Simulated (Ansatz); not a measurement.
HfMoC2 in Ansatz: the effect of functional

Crystal: HfMoC2.

```
CELL_PARAMETERS angstrom
3.14829 0.00000 0.00000
0.00000 3.14829 0.00000
0.00000 0.00000 4.42455
ATOMIC_POSITIONS crystal
Hf 0.00000 0.00000 0.00000
Mo 0.50000 0.50000 0.50000
C 0.50000 0.50000 0.00000
C 0.00000 0.00000 0.50000
```

The cell comes from a database or a generator and needn't be the stable form of this composition.

The cell isn't the ideal one: volume scaled by 0.96.

Alike in all runs:

| Quantity | Value |
| --- | --- |
| Program | Ansatz 0.2.0 |
| Task | single point |
| Potentials or basis | Ansatz PAW |
| k mesh | 8 × 8 × 6 |
| Occupations | fermi-dirac, width 0.05 eV |
| Spin | no spin polarisation |

Q: One run gave: pressure -3.2 GPa. Which functional did it use?
A. PBE
B. LDA
C. r2SCAN

A: B.

```csv
functional,cutoff,pressure (GPa)
LDA,420 eV (not typed: the program's choice for these potentials),-3.2
r2SCAN,500 eV (not typed: the program's choice for these potentials),9.2
PBE,420 eV (not typed: the program's choice for these potentials),10.8
```

Caveats: the PAW data sets come from PBE, with cores solved anew for the run's functional, which leaves a small shift of forces and pressure (some runs).
